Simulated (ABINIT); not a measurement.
Crystal: Ta3AsAu2O13.

```
Ta As Au O
1.0
     5.24237    3.02668    4.14273
    -5.24237    3.02668    4.14273
     0.00000   -6.05337    4.14273
Ta As Au O
3 1 2 13
Direct
  0.23108 0.57229 0.23108
  0.23108 0.23108 0.57229
  0.57229 0.23108 0.23108
  0.55878 0.55878 0.55878
  0.96559 0.96559 0.96559
  0.75105 0.75105 0.75105
  0.40884 0.66762 0.40884
  0.40884 0.40884 0.66762
  0.66762 0.40884 0.40884
  0.49726 0.01313 0.36024
  0.36024 0.49726 0.01313
  0.01313 0.36024 0.49726
  0.36024 0.01313 0.49726
  0.01313 0.49726 0.36024
  0.49726 0.36024 0.01313
  0.10963 0.74806 0.10963
  0.10963 0.10963 0.74806
  0.74806 0.10963 0.10963
  0.30840 0.30840 0.30840
```

The cell was built by a generator and needn't be a form met in nature.

* Program: ABINIT 10.8.3 (patched build)
* Task: relaxation of cell and atoms
* Functional: PBE
* Dispersion: D3(BJ)
* Potentials or basis: Ansatz PAW PBE generated set soft_1, frozen core
* Cutoff: 435 eV
* k mesh: 2 × 2 × 2
* Occupations: fermi-dirac, width 0.05 eV
* Spin: no spin polarisation

At the start: pressure -1.0 GPa; volume 20.76 Å³/atom.

Question: How do energy, volume and symmetry change on relaxing?

Answer: Over 12 steps the energy falls by 2.1 meV/atom and the volume is 20.19 Å³/atom (-2.7 %); space group R3m (No. 160, to 0.05 Å).

The path:
```tsv
step	energy change (eV)	largest force (eV/Å)	pressure (GPa)	volume (Å³)
1	0.0000	0.0412	-1.03	394.40
2	-0.0067	0.0537	-0.70	393.16
3	-0.0188	0.2451	0.00	388.94
4	-0.0204	0.3717	0.54	385.38
5	-0.0269	0.1408	0.23	386.08
6	-0.0293	0.1312	0.06	385.87
7	-0.0313	0.1073	-0.06	385.20
8	-0.0343	0.0999	-0.13	384.61
9	-0.0368	0.2054	-0.06	382.95
10	-0.0380	0.2419	-0.14	383.79
11	-0.0395	0.0344	-0.03	383.80
12	-0.0398	0.0226	0.01	383.64
```

Final structure:
```
Ta As Au O
1.0
     5.21247    3.00942    4.07609
    -5.21247    3.00942    4.07609
     0.00000   -6.01885    4.07608
Ta As Au O
3 1 2 13
Direct
  0.22972 0.57118 0.22972
  0.22972 0.22972 0.57118
  0.57118 0.22972 0.22972
  0.56107 0.56107 0.56107
  0.96996 0.96996 0.96996
  0.75505 0.75505 0.75505
  0.40937 0.66765 0.40937
  0.40937 0.40937 0.66765
  0.66765 0.40937 0.40937
  0.49822 0.01018 0.36056
  0.36056 0.49822 0.01018
  0.01018 0.36056 0.49822
  0.36056 0.01018 0.49822
  0.01018 0.49822 0.36056
  0.49822 0.36056 0.01018
  0.10899 0.74909 0.10899
  0.10899 0.10899 0.74909
  0.74909 0.10899 0.10899
  0.30405 0.30405 0.30405
```

Caveat: the k mesh is coarse (spacing up to 0.43 Å⁻¹), so the values aren't converged; the atomic spheres overlap.
